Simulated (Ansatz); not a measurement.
# CuO: the cost of one run

Method: DFT PBEsol+U (U_eff = 2 eV on Cu d), plane waves, PAW, in Ansatz 0.2.0.

1 further run of the same task is left out (it didn't finish).

**1. The structure to begin with**

The structure is hexagonal, space group P6_3/mmc (No. 194). Conventional cell: a = 3.180 Å, b = 3.180 Å, c = 4.431 Å, α = 90.00°, β = 90.00°, γ = 120.00°. Cu (site symmetry -3m) has 6 O at 2.14 Å and 2 Cu at 2.22 Å as nearest neighbours. O (site symmetry -6m2) is surrounded by 6 Cu at 2.14 Å.

Coordinates:

```cif
data_structure
_symmetry_space_group_name_H-M 'P 1'
_symmetry_Int_Tables_number 1
_cell_length_a 3.1795
_cell_length_b 3.1795
_cell_length_c 4.4315
_cell_angle_alpha 90.000
_cell_angle_beta 90.000
_cell_angle_gamma 120.000
_cell_volume 38.80
loop_
_atom_site_label
_atom_site_type_symbol
_atom_site_fract_x
_atom_site_fract_y
_atom_site_fract_z
_atom_site_occupancy
Cu1 Cu 0.00000 0.00000 0.00000 1
Cu2 Cu 0.00000 0.00000 0.50000 1
O1 O 0.33333 0.66667 0.25000 1
O2 O 0.66667 0.33333 0.75000 1
```

An earlier series on this cell reached its lowest free state from «ferromagnetic start, free, natural orbitals of the symmetric run filled by rank», perhaps among other starts.

**2. Total moment locked at zero, no site moments, 0.00 μB per cell**

Contents of input.yaml:

```yaml
crystal:
  lattice:
    - [3.1795331, 0.0, 0.0]
    - [-1.58976655, 2.75355644, 0.0]
    - [0.0, 0.0, 4.43149073]
  atoms:
    - { symbol: Cu, position: [0.0, 0.0, 0.0] }
    - { symbol: Cu, position: [0.0, 0.0, 0.5] }
    - { symbol: O, position: [0.3333333333, 0.6666666667, 0.25] }
    - { symbol: O, position: [0.6666666667, 0.3333333333, 0.75] }
basis:
  ecutwfc: 420
  ecutrho_ratio: 4
kpoints:
  mp_grid: { grid: [7, 7, 4] }
hamiltonian:
  xc: pbesol
  hubbard:
    sites: [{ site: 0, l: d, u_eff: 2.0 }, { site: 1, l: d, u_eff: 2.0 }]
scf:
  occupations: { method: gaussian, width: 0.05 }
  lower_state_search: "off"
  max_iter: 150
output:
  forces: true
  stress: true
  eigenvalues: true
  populations: true
  hubbard: { sites: [{ site: 0, l: d }, { site: 1, l: d }] }
magnetization:
  spin_polarized: true
  initial_magnetization: 0.0
  spin_locking: { lock_magnetization: hard }
```

The lock stays on to the end, so the result is a constrained state.

Launch:

```bash
$ ansatz run input.yaml --threads 2 --pin off --max-ram 3072MiB --backend cpu --events-out ev --progress --plain --runs-dir out
```

Q: Estimate wall time and peak memory on 2 threads of Arm Neoverse V1, shared host.

About 2 s, with a peak of 0.34 GiB.
